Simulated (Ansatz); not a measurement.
# C₂H₆O₂Te: a ladder of functionals and wavefunction methods

Aim: compute C₂H₆O₂Te with functionals from several rungs and with coupled cluster, and see how far each lands from CCSD(T) at the basis-set limit for the atomisation energy.

Program: Ansatz 0.2.0, Gaussian basis. Level of theory: functionals in def2-TZVPP, the program's frozen cores in correlated methods. These are calculated values, not measurements.

Levels to be run: LDA (SPW92), PBE-D4, revPBE-D4, BLYP-D4, r2SCAN-D4, B97M-V, PBE0-D4, B3LYP-D4, r2SCANh-D4, r2SCAN0-D4, HSE06-D4, BHLYP-D4, CAM-B3LYP-D4, LC-ωPBE, ωB97X-V, ωB97M-V, B2PLYP, PBE-QIDH; CCSD(T)/def2-SVP; CCSD(T)/def2-TZVPP; MP2/def2-QZVPP; extrapolation to the limit; RPA on PBE.

### Step 1. Structure used throughout

All runs share one geometry, relaxed beforehand with PBE0-D4 in a triple-zeta def2 set. Te takes the def2 core potential; no spin-orbit term is included.

SMILES `CC(O)(O)[TeH]`, 11 atoms, charge 0, spin multiplicity 1.

Atoms are counted from 1 here; the program's logs count them from 0.

Bond lengths: C1–C2 1.507 Å, C1–H6 1.094 Å, C1–H7 1.090 Å, C1–H8 1.089 Å, C2–O3 1.371 Å, C2–O4 1.389 Å, C2–Te5 2.262 Å, O3–H9 0.964 Å, O4–H10 0.961 Å, Te5–H11 1.661 Å. Angles: C2–C1–H6 108.3°, C2–C1–H7 110.7°, C2–C1–H8 110.4°, H6–C1–H7 109.4°, H6–C1–H8 109.5°, H7–C1–H8 108.5°, C1–C2–O3 108.9°, C1–C2–O4 113.3°, C1–C2–Te5 109.8°, O3–C2–O4 107.7°, O3–C2–Te5 106.8°, O4–C2–Te5 110.1°, C2–O3–H9 107.7°, C2–O4–H10 109.6°, C2–Te5–H11 93.4°.

### Step 2. LDA

This LDA is Slater exchange with PW92 correlation.

File in.yaml:

```yaml
crystal:
  periodic: [false, false, false]
  atoms:
    - {symbol: C, position_ang: [-1.192018, 0.045814, 0.358173]}
    - {symbol: C, position_ang: [0.309806, -0.043772, 0.273624]}
    - {symbol: O, position_ang: [0.795183, -0.510869, 1.467987]}
    - {symbol: O, position_ang: [0.920771, 1.177678, 0.019163]}
    - {symbol: Te, position_ang: [0.899646, -1.550850, -1.306016]}
    - {symbol: H, position_ang: [-1.449152, 0.771042, 1.136253]}
    - {symbol: H, position_ang: [-1.613149, 0.370134, -0.593826]}
    - {symbol: H, position_ang: [-1.616557, -0.924830, 0.610222]}
    - {symbol: H, position_ang: [1.750245, -0.377422, 1.468303]}
    - {symbol: H, position_ang: [0.665083, 1.490449, -0.853207]}
    - {symbol: H, position_ang: [0.595440, -0.504375, -2.560178]}
basis:
  gaussian: {orbitals: def2-TZVPP}
hamiltonian: {xc: lda}
output: {orbitals: {seedname: orbitals}}
```

The runs that follow: PBE-D4 (GGA); revPBE-D4 (GGA); BLYP-D4 (GGA); r2SCAN-D4 (meta-GGA); B97M-V (meta-GGA); PBE0-D4 (hybrid); B3LYP-D4 (hybrid); r2SCANh-D4 (hybrid); r2SCAN0-D4 (hybrid); HSE06-D4 (hybrid); BHLYP-D4 (hybrid); CAM-B3LYP-D4 (range-separated); LC-ωPBE (range-separated); ωB97X-V (range-separated); ωB97M-V (range-separated); B2PLYP (double hybrid); PBE-QIDH (double hybrid); CCSD(T) in def2-SVP; CCSD(T) in def2-TZVPP; MP2 in def2-QZVPP; RPA on PBE orbitals.

**Question.** What will the summary of the whole plan be? Wanted: atomisation energy, CCSD(T)/CBS; farthest beyond LDA; mean size of error, GGA; mean size of error, meta-GGA; mean size of error, hybrid; mean size of error, range-separated; mean size of error, double hybrid; gap, smallest and largest; T1 diagnostic.

As calculated:

```
                               quantity                                                                                               value
        atomisation energy, CCSD(T)/CBS                                                                                       3945.7 kJ/mol
 functionals within 39.5 kJ/mol (1.0 %)  revPBE-D4, BLYP-D4, r2SCAN-D4, B97M-V, PBE0-D4, B3LYP-D4, HSE06-D4, CAM-B3LYP-D4, ωB97X-V, ωB97M-V
                    farthest beyond LDA                                                                            BHLYP-D4 (-193.8 kJ/mol)
                mean size of error, GGA                                                                                         41.7 kJ/mol
           mean size of error, meta-GGA                                                                                         18.6 kJ/mol
             mean size of error, hybrid                                                                                         66.5 kJ/mol
    mean size of error, range-separated                                                                                         29.4 kJ/mol
      mean size of error, double hybrid                                                                                         69.8 kJ/mol
              gap, smallest and largest                                                                3.23 eV (BLYP-D4), 9.87 eV (LC-ωPBE)
                          T1 diagnostic                                                                                              0.0116
triples share of the correlation energy                                                                                               3.4 %
```

**Reading.** LDA overbinds by 678.1 kJ/mol (17 %). PBE-D4 is off by +95.5 kJ/mol. Double hybrids carry the basis error of their MP2 part in triple zeta, and no dispersion term here, so their miss is partly the set-up's. The rungs meta-GGA, range-separated miss on average by less than the doubt on the reference (39.5 kJ/mol), so they tie. The reference freezes the cores and leaves out spin-orbit coupling and excitations past (T), and its outer-core shells are covered unevenly, so misses under about 39.5 kJ/mol can't be ranked. All levels share the lack of spin-orbit coupling, which lowers the free heavy atoms and so the true binding. Hartree-Fock recovers 67 % of the binding; the rest is correlation. CCSD(T) in def2-SVP is off by -257.7 kJ/mol, more than most functionals: a good method in a small basis is no reference. The gap grows from 3.2 to 9.9 eV across the functionals, mostly with the share of exact exchange. Correlated methods include outer-core shells of Te, which these sets cover unevenly.
